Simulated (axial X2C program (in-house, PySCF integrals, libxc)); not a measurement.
# Linear HAsH at several levels

The task here is to estimate one member of a computed series from the others.

Computed with an in-house X2C program for linear molecules on PySCF integrals. Level: all-electron X2C, two-component (2c) or spin-free, H dyall-v3z, As dyall-v3z.

All values are calculated.

2 further runs of the same task are left out: 2 set aside as unsound or not needed.

Set-up of the first run:

task.json reads:

```json
{"zs": [1, 33, 1], "q": 0, "bas": ["dyall-v3z", "dyall-v3z", "dyall-v3z"], "r0": [1.53, 1.53], "symm": 1, "scan": ["PBE0", "HF", "B3LYP"], "levels": ["PBE0", "HF", "TPSSh"], "nst": 2}
```

Keys: zs atomic numbers; q charge; bas basis sets; r0 starting distance in Å; symm equal bonds; scan levels of the two-bond scan; levels methods; nst determinants followed.

Started as:

```sh
> python solin.py task.json out
```

Masses H 1.008, As 74.922, H 1.008 u.

Steps of the session up to this table: Scan at PBE0, 2c; Scan at B3LYP, 2c; Scan at PBE0, spin-free.

One of the session's tables, all rows but one given; the rest of the session is left out.

```
           level  r(H–As) (Å)  r(As–H) (Å)  lower stretch (cm⁻¹)  upper stretch (cm⁻¹)
        PBE0, 2c            ?            ?                     ?                     ?
       B3LYP, 2c        1.700        1.700                 633.6                1550.5
 PBE0, spin-free        1.684        1.684                 727.4                1613.3
B3LYP, spin-free        1.700        1.700                 639.1                1551.3
```

**Question.** Estimate the row for PBE0, 2c.

The run gave: r(H–As) (Å): 1.685; r(As–H) (Å): 1.685; lower stretch (cm⁻¹): 723.4; upper stretch (cm⁻¹): 1612.6. In the column «r(H–As) (Å)» it lies between PBE0, spin-free (1.684) and B3LYP, 2c (1.700).

Scans not shown above were run alike.

The molecule was held linear; bending was not examined, so a bent shape may lie lower. Note: several unpaired electrons, one determinant need not be a pure state.
